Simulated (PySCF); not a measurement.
# How the numerical set-up moves the result for MgSe

Which parts of the numerical set-up matter for MgSe? Each run edits the base script.

Computed with PySCF 2.14.0. Level: each script names its method and basis.

7 further runs of the same task are left out: 7 that didn't finish.

### 1 Where the work starts

MgSe: 2 atoms, charge 0, spin multiplicity 1.

Bond lengths: Mg1–Se2 2.412 Å.

### 2 Base script

The input, input.py:

```python
from pyscf import gto, dft

mol = gto.M(
    atom='Mg 0 0 0; Se 0 0 2.412',
    basis='cc-pvdz',
    charge=0,
    spin=0,
    verbose=3,
)
mf = dft.RKS(mol, xc='pbesol')
mf = mf.density_fit(auxbasis='def2-universal-jkfit')
mf.kernel()
g = mf.nuc_grad_method()
g.grid_response = True
g.kernel()
mf.dip_moment()
print('orbital energies (hartree):', mf.mo_energy[..., max(0, mol.nelec[1]-3):mol.nelec[0]+3].round(4))
```

Launch:

```console
$ OMP_NUM_THREADS=1 python input.py
```

The log of this run is left out.

Base result: E(SCF) = -2599.065059 Eh, μ = 6.57 D, gradient on the second atom 0.0257 Eh/bohr.

The bond length is a typed value, not an optimised one.

### 3 Integration grid 6

Variant 1 changes integration grid: default → 6.

The input, input.py:

```python
from pyscf import gto, dft

mol = gto.M(
    atom='Mg 0 0 0; Se 0 0 2.412',
    basis='cc-pvdz',
    charge=0,
    spin=0,
    verbose=3,
)
mf = dft.RKS(mol, xc='pbesol')
mf = mf.density_fit(auxbasis='def2-universal-jkfit')
mf.grids.level = 6
mf.kernel()
g = mf.nuc_grad_method()
g.grid_response = True
g.kernel()
mf.dip_moment()
print('orbital energies (hartree):', mf.mo_energy[..., max(0, mol.nelec[1]-3):mol.nelec[0]+3].round(4))
```

Launch:

```console
$ OMP_NUM_THREADS=1 python input.py
```

### 4 Density fitting auto

Variant 2 changes density fitting: def2-universal-jkfit → auto.

input.py, as its differences from that of step 2:

```diff
@@ -10,3 +10,3 @@
 mf = dft.RKS(mol, xc='pbesol')
-mf = mf.density_fit(auxbasis='def2-universal-jkfit')
+mf = mf.density_fit()
 mf.kernel()
```

### 5 Spin-free X2C on

Variant 3 changes spin-free X2C: off → on.

input.py, as its differences from that of step 2:

```diff
@@ -10,2 +10,3 @@
 mf = dft.RKS(mol, xc='pbesol')
+mf = mf.sfx2c1e()
 mf = mf.density_fit(auxbasis='def2-universal-jkfit')
```

### 6 Cartesian functions on

Variant 4 changes Cartesian functions: off → on.

input.py, as its differences from that of step 2:

```diff
@@ -7,2 +7,3 @@
     spin=0,
+    cart=True,
     verbose=3,
```

### 7 6-31g*

Variant 5 changes basis set: cc-pvdz → 6-31g*.

input.py, as its differences from that of step 2:

```diff
@@ -4,3 +4,3 @@
     atom='Mg 0 0 0; Se 0 0 2.412',
-    basis='cc-pvdz',
+    basis='6-31g*',
     charge=0,
```

What does the calculation give? Wanted: for each run, E(SCF); from base; gap; SCF dipole.

As calculated:

| run | E(SCF) (hartree) | from base (eV) | gap (eV) | SCF dipole (D) | functions |
| --- | --- | --- | --- | --- | --- |
| base | -2599.065059 | 0 | 0.18 | 6.57 | 45 |
| integration grid 6 | -2599.065057 | +0.0001 | 0.18 | 6.57 | 45 |
| density fitting auto | -2599.065056 | +0.0001 | 0.18 | 6.57 | 45 |
| spin-free X2C on | -2621.253419 | -603.7760 | 0.16 | 6.50 | 45 |
| Cartesian functions on | -2599.068452 | -0.0923 | 0.19 | 6.63 | n/a |
| 6-31g* | -2598.784099 | +7.6453 | 0.17 | 6.90 | 50 |

**Reading.** No change of the SCF energy comes from integration grid 6. The largest comparable shift of the SCF energy, -603.776 eV, comes with the run “spin-free X2C on”. Scalar relativity lowers the total energy by 603.78 eV, nearly all of it in the inner shells; a basis contracted without relativity catches only part of it. 6-31g* (50 functions) gives an energy 7.65 eV higher than cc-pvdz (45); size alone doesn't order basis sets of different families.
